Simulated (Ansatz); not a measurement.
**BeBr+ (triplet): the correlation ladder at distance Br1–Be2 = 2.471 Å, cc-pVDZ**

One table from this session's results is given with a row withheld; the runs are named, their logs left out.

Computed with Ansatz 0.2.0, Gaussian basis. Level: cc-pVDZ, core rule «outside noble gas», up to 15 orbitals frozen.

The runs, in order: UHF; CCSD(T) on ROHF; CCSD(T) on UHF; BCCD(T) on ROHF; CISD; CCSDT(Q) on ROHF; CCSDT(Q) on UHF; CASSCF and MRCISD+Q, 4 electrons in 4 orbitals; CASSCF and NEVPT2, 4 electrons in 4 orbitals.

39 further runs of the same task are left out: 22 for a known fault of the program, 13 that didn't finish, 4 set aside as unsound or not needed.

## The system

The geometry derives from a PBE0/def2-TZVP stationary point (not a proven minimum). One bond is set to the value named and the two fragments are kept rigid. No spin-orbit coupling is included. The filled d shell of Br may be among the frozen orbitals whatever the setting's name suggests; the logs give the count.

2 atoms, charge 1, spin multiplicity 3.

Atoms are counted from 1 here; the program's logs count them from 0.

Bond lengths: Br1–Be2 2.471 Å.

Set-up of the first run:

Contents of in.yaml:

```yaml
crystal:
  periodic: [false, false, false]
  atoms:
    - {symbol: Br, position_ang: [0.000000, 0.000000, 0.000000]}
    - {symbol: Be, position_ang: [0.000000, 0.000000, 2.471000]}
basis:
  gaussian: {orbitals: cc-pVDZ}
total_charge: 1
magnetization: {spin_polarized: true, initial_magnetization: 2}
hamiltonian: {xc: hf}
output: {orbitals: {seedname: orbitals}}
```

The run is started by

```bash
$ ansatz run in.yaml --threads 1 --pin off --events-out ev --progress --plain --max-ram 2393MiB
```

Among the steps run: UHF; CCSD(T) on ROHF; CCSD(T) on UHF; BCCD(T) on ROHF; CISD; CCSDT(Q) on ROHF; CCSDT(Q) on UHF; CASSCF and MRCISD+Q, 4 electrons in 4 orbitals; CASSCF and NEVPT2, 4 electrons in 4 orbitals.

One table of the session follows, with a row left open; its other results are not shown here.

It belongs to the step «Misses and costs». 

| method | from UCCSDT(Q) (meV) |
| --- | --- |
| ROHF | ? |
| UHF | +3271.4 |
| RMP2 | +526.9 |
| UMP2 | +534.6 |
| CISD | +195.4 |
| RCCSD | +79.2 |
| UCCSD | +73.6 |
| RCCSD(T) | +19.8 |
| UCCSD(T) | +16.9 |
| BCCD(T) | +19.9 |
| RCCSDT | +7.9 |
| UCCSDT | +5.1 |
| RCCSDT(Q) | +2.8 |
| UCCSDT(Q) | 0 |

Estimate the missing values for ROHF.

**Answer.** from UCCSDT(Q) (meV): +3380.5. In the column «from UCCSDT(Q) (meV)» it is the highest.

Left out of the table: CASSCF pair, NEVPT2 pair, MRCISD pair, MRCISD+Q pair (the active space lost an orbital or holds another state than full CI finds).

Caveats from the session: Restricted and unrestricted rows rest on different reference determinants; where their highest levels disagree by more than a few hundredths of an eV, they describe different states and don't form one ladder. Warnings in the runs' records: passed over end.
